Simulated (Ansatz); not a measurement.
# MnPt2 (P-3m1) in Ansatz: notebook

Runs on MnPt2. Level: r2SCAN. Tasks: single point, equation of state.

All numbers are computed with Ansatz 0.2.0; they aren't measurements. Logs are shortened: lines on timing, memory, paths and dates and some standing lists are left out, and cuts for length are marked.

## 1. The crystal as given

Symmetry: P-3m1, No. 164, trigonal system. Conventional cell: a = 2.858 Å, b = 2.858 Å, c = 6.533 Å, α = 90.00°, β = 90.00°, γ = 120.00°. Pt (site symmetry 3m) is surrounded by 3 Mn at 2.64 Å and 9 Pt at 2.86 to 2.91 Å. Mn (site symmetry -3m) has 6 Pt at 2.64 Å and 6 Mn at 2.86 Å as nearest neighbours.

The cell comes from a database or a generator and needn't be the stable form of this composition.

## 2. Single point, r2SCAN, collinear spin, ferromagnetic start, 14.48 Å³/atom (volume scaled by 0.94)

Contents of input.yaml:

```yaml
crystal:
  lattice:
    - [2.8000532941, 0.0, 0.0]
    - [-1.400026647, 2.4249172847, 0.0]
    - [0.0, 0.0, 6.3991501735]
  atoms:
    - { symbol: Pt, position: [0.6666666667, 0.3333333333, 0.316206] }
    - { symbol: Pt, position: [0.3333333333, 0.6666666667, 0.683794] }
    - { symbol: Mn, position: [0.0, 0.0, 0.0], spin: 4.0 }
hamiltonian:
  xc: r2scan
  pseudopotentials: { kind: paw }
magnetization:
  spin_polarized: true
kpoints:
  mp_grid: { grid: [11, 11, 4] }
scf:
  occupations: { method: fermi_dirac, width: 0.05 }
output:
  forces: true
  stress: true
  eigenvalues: true
  write_density: true
  write_potential: true
  elf: true
  volumetric_format: npy
```

Potentials or basis: Ansatz PAW.

The run is started by

```sh
$ ansatz run input.yaml --threads 2 --pin off --max-ram 5632MiB --backend cpu --events-out ev --progress --plain --runs-dir out
```

The program printed:

```text
Warning: RAYON_NUM_THREADS=2 ignored (pool sized by the plan → 2); use --threads N
Engine: ansatz 0.2.0, x86_64-unknown-linux-gnu
Pseudopotentials: kind: paw
Pseudopotential: Pt, paw, valence charge 18, recommended cutoff 500 eV (meta_gga), Pt.paw.azcp
Pseudopotential: Mn, paw, valence charge 15, recommended cutoff 500 eV (meta_gga), Mn.paw.azcp
Functional definition: r2SCAN
  parameter k0 = 0.174
  parameter k1 = 0.065
  parameter a1 = 4.9479
  exchange = r2scan_x(k0 = k0, k1 = k1, a1 = a1)
  correlation = r2scan_c
Crystal: 3 atoms, lattice volume = 43.450 Å³
Basis set: ecut = 500 eV, 1079 PW (Γ), exchange–correlation on 96×96×192 points (64 copies of the dense FFT grid, shifted against one another)
Bands: 33, of which v1, the nominal top of the filled ones, is band 26 counted from 1 (25 counted from 0)
Symmetry: 12 space group operations
Space group: P-3m1 (ITA 164), of the structure as read, at distance tolerance 3.5e-5 Å
Magnetic group: BNS 164.85 (UNI 1315), of the structure as read, at distance tolerance 3.5e-5 Å
k-points: 58 of 484
Non-local potential: Pt, projectors of the file, l = 0: 3, l = 1: 2, l = 2: 2, l = 3: 1
Non-local potential: Mn, projectors of the file, l = 0: 3, l = 1: 2, l = 2: 3, l = 3: 1
PAW form: soft (Blöchl's): semilocal exchange-correlation on the pseudo side does not see the compensation charge
PAW frozen core: Pt, regenerated for the run's functional (the file was generated under x = pbe(κ = 0.804, μ = 0.2195149727645171), c = pbe(β = 0.06672455060314922))
PAW frozen core: Mn, regenerated for the run's functional (the file was generated under x = pbe(κ = 0.804, μ = 0.2195149727645171), c = pbe(β = 0.06672455060314922))
PAW one-centre angular grid: Pt, 590 points (default); XC on 160 Gauss nodes
PAW one-centre angular grid: Mn, 590 points (default); XC on 160 Gauss nodes
Initial density: superposition of atomic densities (chi_scale 0.1, normalization cell, long waves kept (reshape's long-wave potential 0.18 eV rms))
Starting moments: Σ|m| = 4 μB on 1 of 3 sites
Initial wavefunctions: pseudopotential atomic-orbital guess
Functional: x = r2scan, c = r2scan; τ floored in thin density (d = 2e-4 eV/Å³)
SCF iter   1: F=—  HF=-28981.500348 eV  |F-HF|=—  |Δ(HF+E_count)|=         —  Δρ=1.11e-1 (↑9.65e-2 ↓1.11e-1)  dr2=5.50e1  dr2_τ=2.60e-1  dr2_m=7.31e-2  M=3.694 μB ∫|m|=3.781 μB  β_m=1.00  ethr=3.10e-3  ⟨swp⟩=5.7  Hψ=13679  notcnv=0
Mixer restart at iter 1: flushing history
preconditioner: auto → Kerker (q_TF=auto, 2.802 Å⁻¹)  [metal: Δε(μ)=0.015 eV  Ē_g=8.863 eV  σ=0.050 eV  W_gap=0.08  n_scr=22 (ndim 8)  ℏωp=29.3 eV  f_vac=0.000  D(μ)=2.80/eV (n_scr^D=36)]
spin=Collinear: Kerker preconditioning applied to the charge; magnetization (m = ρ↑ − ρ↓) channel mixes plain (no charge-response kernel on spin).
SCF iter   2: F=—  HF=-28980.032018 eV  |F-HF|=—  |Δ(HF+E_count)|=    1.47e0  Δρ=5.92e-2 (↑5.10e-2 ↓5.92e-2)  dr2=2.19e1  dr2_τ=5.40e-2  dr2_m=1.45e-2  M=3.880 μB ∫|m|=4.039 μB  β_m=1.00  ethr=3.10e-3  ⟨swp⟩=3.0  Hψ=7578  notcnv=0  defer=151  κ⁻¹=1.0e0(r=1)
SCF iter   3: F=—  HF=-28978.713103 eV  |F-HF|=—  |Δ(HF+E_count)|=    1.32e0  Δρ=2.43e-2 (↑2.43e-2 ↓2.16e-2)  dr2=2.80e0  dr2_τ=1.11e-2  dr2_m=8.61e-3  M=4.352 μB ∫|m|=4.543 μB  β_m=1.00  ethr=3.10e-3  ⟨swp⟩=3.2  Hψ=7692  notcnv=0  defer=161  κ⁻¹=2.1e-2(r=2)
[... 18 lines left out ...]
SCF 1 converged in 20 iterations: F = -28978.756846 eV  dr2 = 3.74e-9
this state was not tested for a lower state beside it, because the mixer in use, unlike msr1, does not test its closes by its own steps (another_mixer; see scf.mixing.algorithm and scf.lower_state_search)
SCF converged after 20 iterations
Magnetization: 4.7776 μB (27.8888 up, 23.1112 down)
Absolute magnetization: 4.9846 μB (∫|ρ↑−ρ↓|, with the PAW one-centre terms)
Spin contamination: 0.0952 ħ² per cell (⟨S²⟩ above its minimum at these occupations)
Per-site moments (μB) at R_I (Å): [(0.35147641571240085, 1.0683496304066185), (0.351476415712401, 1.0683496304066185), (3.9419712015247472, 1.0683496304066185)]
Free energy (F): -28978.756846 eV
Harris-Foulkes:  -28978.756846 eV  (|F-HF|=2.44e-9)
Internal energy: -28978.748814 eV  (E = F + TS)
E sigma→0 (E₀):  -28978.752830 eV
Entropy (-TS):   -0.008032 eV (-2.677 meV/atom)
Fermi energy:    21.349072 eV
--- Per-component energies (eV) ---
  E_band       = -528.872540
  E_kinetic    = 1581.770804
  E_local      = -4774.919995  (includes V_loc(G=0)·N_el)
  E_nonlocal   = 654.543749
  E_hartree    = 1855.797004
  E_xc         = -611.195484
  E_vxc        = -838.596068  (∫ρ·V_xc dr)
  E_paw        = -20275.212612  (= ΣΔE_a)
  E_vpaw       = -917.778508  (= ΣTr[D̂ρ^β])
  E_aug_tail   = 0.000303  (compensation charges beyond the density's cutoff)
  E_vtau       = 54.509763  (kinetic-family band-sum trace: ∫τ·v_τ [+ j·A + Jᵃ·Aᵃ] dr)
  E_ewald      = -7408.786552
  E_core_change = -0.746032  (= ΣΔE_core)
  E_smearing   = -0.008032  (= −TS)
  E_closure    = 0.000000  (closes the sum)
  Σ components = -28978.756846   (vs F -28978.756846, Δ=0.00e0)
--- Forces (eV/Å), atoms counted from 1 ---
  atom   1  Pt    -0.00000000    -0.00000000     0.19350273
  atom   2  Pt     0.00000000     0.00000000    -0.19350273
  atom   3  Mn    -0.00000000     0.00000000     0.00000000
  max |Σ_I F_I| component: 1.39e-17 eV/Å
--- Stress (GPa, compression-positive) ---
       10.463282       0.000000      -0.000000
        0.000000      10.463282       0.000000
       -0.000000       0.000000      13.950604
  P = ⅓ Tr σ = 11.6257 GPa (116.257 kbar)
--- Band table (eV; the first three rows and the last of 116) ---
  k-point 0 ↑: bands = ["-79.3983", "-79.3859", "-63.5715", "-33.1822", "-33.0153", "-32.8937", "-32.8937", "-32.8691", "-32.8691", "-31.0018", "-31.0018", "-30.9788", "11.0817", "13.4751", "14.6031", "17.0414", "17.0414", "17.3808", "17.3808", "17.4960", "17.4960", "17.6246", "18.3536", "18.5450", "19.1578", "19.1578", "20.0011", "20.0011", "20.0734", "20.0734", "32.2159", "33.2345", "36.9779"]
  k-point 1 ↑: bands = ["-79.3983", "-79.3859", "-63.5715", "-33.1929", "-33.0033", "-32.8942", "-32.8942", "-32.8686", "-32.8686", "-31.0018", "-31.0018", "-30.9801", "11.3698", "13.1354", "14.4258", "16.9434", "17.0657", "17.0657", "17.3250", "17.3250", "17.6563", "17.6563", "18.0933", "19.0371", "19.0371", "19.4258", "19.4258", "20.2556", "20.6636", "20.6636", "29.6079", "35.6189", "36.4910"]
  k-point 2 ↑: bands = ["-79.3983", "-79.3859", "-63.5715", "-33.2025", "-32.9925", "-32.8946", "-32.8946", "-32.8682", "-32.8682", "-31.0018", "-31.0018", "-30.9815", "11.9727", "12.4265", "14.2838", "16.7462", "17.0308", "17.0308", "17.5157", "17.5157", "17.6262", "17.6262", "17.9992", "18.9059", "18.9059", "19.1959", "19.1959", "20.9225", "20.9225", "21.5280", "27.9668", "36.2163", "36.8790"]
  k-point 57 ↓: bands = ["-79.0899", "-79.0887", "-57.9321", "-32.8465", "-32.8261", "-32.7796", "-32.7444", "-32.6628", "-32.6480", "-25.5362", "-25.4980", "-25.4292", "15.8132", "15.8536", "16.3435", "16.7112", "16.7292", "16.9970", "17.4878", "18.4926", "18.6945", "19.2019", "22.3940", "22.8664", "22.9709", "23.1361", "24.6540", "26.5476", "26.9625", "27.1438", "27.8861", "29.0807", "30.1004"]
```

rho_z.tsv:

```text
# z_ang	rho[e/angstrom^3]	rho_spin[e/angstrom^3]
# format = ansatz-planar-average/11
# lattice	2.800053294	-0.000000000	0.000000000
# lattice	-1.400026647	2.424917285	0.000000000
# lattice	0.000000000	0.000000000	6.399150173
# sites	3
# site	78	1.400026647	0.808305762	2.023449680
# site	78	0.000000000	1.616611523	4.375700494
# site	25	0.000000000	0.000000000	0.000000000
0.000000	2.526537e0	7.467749e-1
0.133316	2.307520e0	6.746927e-1
0.266631	1.768869e0	5.044025e-1
0.399947	1.167633e0	3.239586e-1
0.533263	7.094481e-1	1.873338e-1
0.666578	4.529359e-1	1.003210e-1
[... 40 lines left out ...]
6.132519	1.768869e0	5.044025e-1
6.265835	2.307520e0	6.746927e-1
```

v_z.tsv:

```text
# z_ang	v_es[eV]	v_tot_up[eV]	v_tot_dn[eV]
# format = ansatz-planar-average/11
# xc	r2scan
# density_cutoff_ev	2000
# datasets	Pt=:simpson_from_first_knot:soft:shift=0	Mn=:simpson_from_first_knot:soft:shift=0
# lattice	2.800053294	-0.000000000	0.000000000
# lattice	-1.400026647	2.424917285	0.000000000
# lattice	0.000000000	0.000000000	6.399150173
# sites	3
# site	78	1.400026647	0.808305762	2.023449680
# site	78	0.000000000	1.616611523	4.375700494
# site	25	0.000000000	0.000000000	0.000000000
0.000000	5.118234e0	-1.043005e1	-7.846395e0
0.133316	5.621991e0	-9.741757e0	-7.324440e0
0.266631	7.114559e0	-7.679561e0	-5.633509e0
0.399947	9.496848e0	-4.467610e0	-2.776636e0
0.533263	1.250016e1	-4.526907e-1	8.010845e-1
0.666578	1.558138e1	3.576918e0	4.387362e0
[... 40 lines left out ...]
6.132519	7.114559e0	-7.679561e0	-5.633509e0
6.265835	5.621991e0	-9.741757e0	-7.324440e0
```

Run time: 29 s. Hardware: 2 threads of Intel Xeon Platinum 8259CL at 2.50GHz (Skylake/Cascade Lake), shared host; peak memory 0.65 GiB.

What came out:

```
Free energy            : -28978.7568 eV
Pressure               : 11.6 GPa
Largest force          : 0.194 eV/Å
Band gap on the k mesh : none (metal or under the smearing width)
Net moment             : 4.78 μB per cell
Absolute moment        : 4.98 μB per cell
Site moments           : Pt +0.35; Mn +3.94 μB
```

Caveat: the magnetic or orbital state may not be the lowest; the PAW data sets come from PBE, with cores solved anew for the run's functional, which leaves a small shift of forces and pressure.

## 3. Single point, r2SCAN, collinear spin, ferromagnetic start, 14.79 Å³/atom (volume scaled by 0.96)

Changes to input.yaml since step 2:

```diff
@@ -2,5 +2,5 @@
   lattice:
-    - [2.8000532941, 0.0, 0.0]
-    - [-1.400026647, 2.4249172847, 0.0]
-    - [0.0, 0.0, 6.3991501735]
+    - [2.8197726289, 0.0, 0.0]
+    - [-1.4098863145, 2.4419947296, 0.0]
+    - [0.0, 0.0, 6.4442160962]
   atoms:
@@ -22,5 +22 @@
   eigenvalues: true
-  write_density: true
-  write_potential: true
-  elf: true
-  volumetric_format: npy
```

Potentials or basis: Ansatz PAW.

The run is started by

```sh
$ ansatz run input.yaml --threads 2 --pin off --max-ram 5632MiB --backend cpu --events-out ev --progress --plain --runs-dir out
```

Wall time 31 s (2 threads of Intel Xeon Platinum 8259CL at 2.50GHz (Skylake/Cascade Lake), shared host); peak memory 0.66 GiB.

It converged, with:

- Free energy: -28978.8086 eV
- Pressure: 6.4 GPa
- Largest force: 0.144 eV/Å
- Band gap on the k mesh: none (metal or under the smearing width)
- Net moment: 4.79 μB per cell
- Absolute moment: 5.01 μB per cell
- Site moments: Pt +0.34; Mn +3.98 μB

Caveat: the magnetic or orbital state may not be the lowest; the PAW data sets come from PBE, with cores solved anew for the run's functional, which leaves a small shift of forces and pressure.

## 4. Single point, r2SCAN, collinear spin, ferromagnetic start, 15.10 Å³/atom (volume scaled by 0.98)

Changes to input.yaml since step 3:

```diff
@@ -2,5 +2,5 @@
   lattice:
-    - [2.8197726289, 0.0, 0.0]
-    - [-1.4098863145, 2.4419947296, 0.0]
-    - [0.0, 0.0, 6.4442160962]
+    - [2.8392199513, 0.0, 0.0]
+    - [-1.4196099756, 2.4588366048, 0.0]
+    - [0.0, 0.0, 6.4886603702]
   atoms:
```

The run is started by

```sh
$ ansatz run input.yaml --threads 2 --pin off --max-ram 5632MiB --backend cpu --events-out ev --progress --plain --runs-dir out
```

Run time: 31 s. Hardware: 2 threads of Intel Xeon Platinum 8259CL at 2.50GHz (Skylake/Cascade Lake), shared host; peak memory 0.66 GiB.

It converged, with:

* Free energy: -28978.8319 eV
* Pressure: 1.8 GPa
* Largest force: 0.095 eV/Å
* Band gap on the k mesh: none (metal or under the smearing width)
* Net moment: 4.80 μB per cell
* Absolute moment: 5.02 μB per cell
* Site moments: Pt +0.34; Mn +4.01 μB

Caveat: the magnetic or orbital state may not be the lowest; the PAW data sets come from PBE, with cores solved anew for the run's functional, which leaves a small shift of forces and pressure.

## 5. Single point, r2SCAN, collinear spin, ferromagnetic start, 15.41 Å³/atom

Changes to input.yaml since step 4:

```diff
@@ -2,5 +2,5 @@
   lattice:
-    - [2.8392199513, 0.0, 0.0]
-    - [-1.4196099756, 2.4588366048, 0.0]
-    - [0.0, 0.0, 6.4886603702]
+    - [2.8584044518, 0.0, 0.0]
+    - [-1.4292022259, 2.4754508696, 0.0]
+    - [0.0, 0.0, 6.532504]
   atoms:
```

The run is started by

```sh
$ ansatz run input.yaml --threads 2 --pin off --max-ram 5632MiB --backend cpu --events-out ev --progress --plain --runs-dir out
```

Run time: 33 s. Hardware: 2 threads of Intel Xeon Platinum 8259CL at 2.50GHz (Skylake/Cascade Lake), shared host; peak memory 0.66 GiB.

Results (log left out):

| Quantity | Value |
| --- | --- |
| Free energy | -28978.8301 eV |
| Pressure | -2.3 GPa |
| Largest force | 0.046 eV/Å |
| Band gap on the k mesh | none (metal or under the smearing width) |
| Net moment | 4.81 μB per cell |
| Absolute moment | 5.04 μB per cell |
| Site moments | Pt +0.33; Mn +4.04 μB |

Caveat: the magnetic or orbital state may not be the lowest; the PAW data sets come from PBE, with cores solved anew for the run's functional, which leaves a small shift of forces and pressure.

## 6. Single point, r2SCAN, collinear spin, ferromagnetic start, 15.72 Å³/atom (volume scaled by 1.02)

Changes to input.yaml since step 5:

```diff
@@ -2,5 +2,5 @@
   lattice:
-    - [2.8584044518, 0.0, 0.0]
-    - [-1.4292022259, 2.4754508696, 0.0]
-    - [0.0, 0.0, 6.532504]
+    - [2.8773348343, 0.0, 0.0]
+    - [-1.4386674171, 2.4918450617, 0.0]
+    - [0.0, 0.0, 6.5757668767]
   atoms:
```

Potentials or basis: Ansatz PAW.

The run is started by

```sh
$ ansatz run input.yaml --threads 2 --pin off --max-ram 5632MiB --backend cpu --events-out ev --progress --plain --runs-dir out
```

Wall time 25 s (2 threads of Intel Xeon Platinum 8259CL at 2.50GHz (Skylake/Cascade Lake), shared host); peak memory 0.66 GiB.

The run converged. Its results:

```
Free energy            : -28978.8061 eV
Pressure               : -5.9 GPa
Largest force          : 0.003 eV/Å
Band gap on the k mesh : none (metal or under the smearing width)
Net moment             : 4.82 μB per cell
Absolute moment        : 5.05 μB per cell
Site moments           : Pt +0.32; Mn +4.06 μB
```

Caveat: the magnetic or orbital state may not be the lowest; the PAW data sets come from PBE, with cores solved anew for the run's functional, which leaves a small shift of forces and pressure.

## 7. Single point, r2SCAN, collinear spin, ferromagnetic start, 16.02 Å³/atom (volume scaled by 1.04)

Changes to input.yaml since step 6:

```diff
@@ -2,5 +2,5 @@
   lattice:
-    - [2.8773348343, 0.0, 0.0]
-    - [-1.4386674171, 2.4918450617, 0.0]
-    - [0.0, 0.0, 6.5757668767]
+    - [2.8960193503, 0.0, 0.0]
+    - [-1.4480096751, 2.5080263272, 0.0]
+    - [0.0, 0.0, 6.6184678581]
   atoms:
```

The run is started by

```sh
$ ansatz run input.yaml --threads 2 --pin off --max-ram 5632MiB --backend cpu --events-out ev --progress --plain --runs-dir out
```

Wall time 24 s (2 threads of Intel Xeon Platinum 8259CL at 2.50GHz (Skylake/Cascade Lake), shared host); peak memory 0.68 GiB.

Results (log left out):

```
Free energy            : -28978.7625 eV
Pressure               : -9.1 GPa
Largest force          : 0.052 eV/Å
Band gap on the k mesh : none (metal or under the smearing width)
Net moment             : 4.83 μB per cell
Absolute moment        : 5.06 μB per cell
Site moments           : Pt +0.32; Mn +4.09 μB
```

Caveat: the magnetic or orbital state may not be the lowest; the PAW data sets come from PBE, with cores solved anew for the run's functional, which leaves a small shift of forces and pressure.

## 8. Single point, r2SCAN, collinear spin, ferromagnetic start, 16.33 Å³/atom (volume scaled by 1.06)

Changes to input.yaml since step 7:

```diff
@@ -2,5 +2,5 @@
   lattice:
-    - [2.8960193503, 0.0, 0.0]
-    - [-1.4480096751, 2.5080263272, 0.0]
-    - [0.0, 0.0, 6.6184678581]
+    - [2.9144658307, 0.0, 0.0]
+    - [-1.4572329154, 2.5240014479, 0.0]
+    - [0.0, 0.0, 6.6606248409]
   atoms:
```

The run is started by

```sh
$ ansatz run input.yaml --threads 2 --pin off --max-ram 5632MiB --backend cpu --events-out ev --progress --plain --runs-dir out
```

Run time: 25 s. Hardware: 2 threads of Intel Xeon Platinum 8259CL at 2.50GHz (Skylake/Cascade Lake), shared host; peak memory 0.65 GiB.

Results (log left out):

| Quantity | Value |
| --- | --- |
| Free energy | -28978.7017 eV |
| Pressure | -11.9 GPa |
| Largest force | 0.099 eV/Å |
| Band gap on the k mesh | none (metal or under the smearing width) |
| Net moment | 4.83 μB per cell |
| Absolute moment | 5.08 μB per cell |
| Site moments | Pt +0.31; Mn +4.12 μB |

Caveat: the magnetic or orbital state may not be the lowest; the PAW data sets come from PBE, with cores solved anew for the run's functional, which leaves a small shift of forces and pressure.

## 9. Equation of state, r2SCAN, collinear spin, ferromagnetic start

Potentials or basis: Ansatz PAW.

This step only gathers the single runs of the series.

Results:

- Equilibrium volume: 15.23 Å³/atom
- Bulk modulus at fixed shape and positions: 204 GPa
- Pressure derivative of the bulk modulus: 5.2

Energy against volume, from the lowest point:
```tsv
volume (Å³/atom)	energy (meV/atom)
14.483	25.01
14.791	7.77
15.099	0.00
15.408	0.60
15.716	8.61
16.024	23.12
16.332	43.39
```

Caveat: the magnetic or orbital state may not be the lowest; the cell was scaled at fixed shape and fractional positions, which overstates the stiffness of a crystal with free parameters, most of all of layers and chains; the PAW data sets were made with another functional, which shifts forces and pressure a little. The run has no spin-orbit coupling, so splittings on Pt are missing.
